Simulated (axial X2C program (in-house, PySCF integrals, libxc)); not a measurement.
# InB⁺: properties at the nuclei

Aim: properties at the nuclei of InB⁺, with spin–orbit coupling in the Hamiltonian from the start.

Program: an in-house X2C program for linear molecules on PySCF integrals. Level of theory: two-component X2C with atomic mean-field terms, In dyall-cv3z, B dyall-v3z. These are calculated values, not measurements.

## (1) Set-up

File task.json:

```json
{
 "zs": [
  49,
  5
 ],
 "q": 1,
 "bas": [
  "dyall-cv3z",
  "dyall-v3z"
 ],
 "r0": 2.27,
 "levels": [
  "PBE0",
  "HF",
  "B3LYP",
  "PBE",
  "BP86"
 ],
 "nst": 3
}
```

Keys: zs atomic numbers; q charge; bas basis sets; r0 starting distance in Å; levels methods (HF also brings MP2); nst determinants followed.

Run with:

```sh
$ python soeom.py task.json out
```

The runs that follow: Expectation values, lowest determinant; Expectation values, a higher determinant.

What does the calculation give? Wanted: lowest determinant; Eeff magnitude; Ws magnitude In; A∥/gI In; qzz In; higher determinant (for each run or level that gives them).

The runs gave:

| quantity | value |
| --- | --- |
| lowest determinant | Ω = 1/2 (excess of +ω over −ω: ω = 1/2) |
| Eeff magnitude (GV/cm), PBE0 | 5.43 |
| Ws magnitude In (kHz), PBE0 | 6.3 |
| A∥/gI In (MHz), PBE0 | 291 |
| qzz In (a.u.), PBE0 | -1.96 |
| higher determinant | Ω = 3/2 (excess of +ω over −ω: ω = 3/2) |
| Eeff magnitude (GV/cm), PBE0, higher determinant | 1.11 |
| Ws magnitude In (kHz), PBE0, higher determinant | 0.416 |
| A∥/gI In (MHz), PBE0, higher determinant | -26.2 |
| qzz In (a.u.), PBE0, higher determinant | -0.20 |

In the first state, the effective field runs from 4.54 to 9.22 GV/cm over the mean-field levels, so the levels don't agree on it. The expectation values come from single determinants, which for open shells can mix terms of unlike spin or miss the lowest Ω, so a determinant need not be a state. Eeff is the effective electric field on the electron dipole moment in this Ω state and Ws the scalar–pseudoscalar constant (defined with the proton number Z and per Ω); A∥ is the parallel hyperfine constant, which follows by multiplying with the nuclear g factor gI = μI/(I μN); qzz is the electric field gradient, eQq0 = 234.96 MHz × Q/barn × qzz. The operators were transformed with the bare-nucleus X2C matrices.
